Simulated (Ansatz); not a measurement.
# H2SeS: functionals against CCSD(T) at one geometry

The atoms stand at a structure displaced at random from a GFN2-xTB minimum. How far do the functionals agree with CCSD(T) there?

Method: single points in def2-TZVPP; program: Ansatz 0.2.0, Gaussian basis.

Cores are frozen in the correlated methods. Filled d shells of the heavier atoms are correlated.

## Step 1: The starting structure

SMILES `S[SeH]`, 4 atoms, charge 0, spin multiplicity 1.

Atoms are counted from 1 here; the program's logs count them from 0.

Bond lengths: S1–Se2 2.237 Å, S1–H3 1.391 Å, Se2–H4 1.466 Å. Angles: Se2–S1–H3 93.0°, S1–Se2–H4 102.8°.

Geometry (Å):

```xyz
4
H2SSe
S    -0.3089   -0.9886    0.6983
Se   -0.5861    0.6052   -0.8462
H     0.9294   -1.3671    0.1914
H    -0.1204    1.8120   -0.1557
```

## Step 2: CCSD(T)/def2-TZVPP

Contents of run/in.yaml:

```yaml
crystal:
  periodic: [false, false, false]
  atoms:
    - {symbol: S, position_ang: [-0.308900, -0.988600, 0.698300]}
    - {symbol: Se, position_ang: [-0.586100, 0.605200, -0.846200]}
    - {symbol: H, position_ang: [0.929400, -1.367100, 0.191400]}
    - {symbol: H, position_ang: [-0.120400, 1.812000, -0.155700]}
basis:
  gaussian: {orbitals: def2-TZVPP}
correlation: {method: ccsd_t}
output: {forces: true}
```

No record of the launch command was kept for these runs.

## Step 3: PBE0-D4/def2-TZVPP

run/in.yaml, as its differences from that of step 2:

```diff
@@ -9,3 +9,3 @@
   gaussian: {orbitals: def2-TZVPP}
-correlation: {method: ccsd_t}
-output: {forces: true}
+hamiltonian: {xc: pbe0, dispersion: d4}
+output: {forces: true, orbitals: {seedname: orbitals}}
```

## Step 4: wB97M-V/def2-TZVPP

run/in.yaml, as its differences from that of step 3:

```diff
@@ -9,3 +9,3 @@
   gaussian: {orbitals: def2-TZVPP}
-hamiltonian: {xc: pbe0, dispersion: d4}
-output: {forces: true, orbitals: {seedname: orbitals}}
+hamiltonian: {xc: {name: wB97M-V}}
+output: {forces: true}
```

## Step 5: r2SCAN-D4/def2-TZVPP

run/in.yaml, as its differences from that of step 4:

```diff
@@ -9,3 +9,3 @@
   gaussian: {orbitals: def2-TZVPP}
-hamiltonian: {xc: {name: wB97M-V}}
+hamiltonian: {xc: r2scan, dispersion: d4}
 output: {forces: true}
```

## Step 6: PBE-D4/def2-TZVPP

run/in.yaml, as its differences from that of step 5:

```diff
@@ -9,3 +9,3 @@
   gaussian: {orbitals: def2-TZVPP}
-hamiltonian: {xc: r2scan, dispersion: d4}
+hamiltonian: {xc: pbe, dispersion: d4}
 output: {forces: true}
```

## Step 7: r2SCAN0-D4/def2-TZVPP

run/in.yaml, as its differences from that of step 6:

```diff
@@ -9,3 +9,3 @@
   gaussian: {orbitals: def2-TZVPP}
-hamiltonian: {xc: pbe, dispersion: d4}
+hamiltonian: {xc: {name: r2SCAN0}, dispersion: d4}
 output: {forces: true}
```

## Step 8: revPBE-D4/def2-TZVPP

run/in.yaml, as its differences from that of step 7:

```diff
@@ -9,3 +9,3 @@
   gaussian: {orbitals: def2-TZVPP}
-hamiltonian: {xc: {name: r2SCAN0}, dispersion: d4}
+hamiltonian: {xc: {name: revPBE}, dispersion: d4}
 output: {forces: true}
```

(Steps that only read results are left out.)

Before running it: what results should come out? Wanted: energy less free atoms, CCSD(T)/def2-TZVPP; RMS force component; RMS force error; HOMO and LUMO, PBE0-D4; T1 diagnostic.

As calculated:

| quantity | value |
| --- | --- |
| energy less free atoms, CCSD(T)/def2-TZVPP | -9.440 eV |
| RMS force component | 0.480 to 0.642 eV/Å over the methods |
| RMS force error | PBE0-D4 0.127, wB97M-V 0.082, r2SCAN-D4 0.100, PBE-D4 0.243, r2SCAN0-D4 0.148, revPBE-D4 0.258 eV/Å |
| HOMO and LUMO, PBE0-D4 | -7.14 and -1.65 eV |
| T1 diagnostic | 0.009 |

What this shows: Against CCSD(T) the functionals' energies less atoms differ by -0.627 to -0.154 eV, PBE-D4 by -0.627 eV. CCSD(T) in triple zeta still lacks some correlation energy of the bonds, so part of these gaps is its own basis error and they don't rank the functionals. The forces of wB97M-V come nearest to CCSD(T), those of revPBE-D4 are farthest. Frozen-core CCSD(T) forces in triple zeta carry basis errors of their own, and this is one geometry, so small gaps rank nothing.
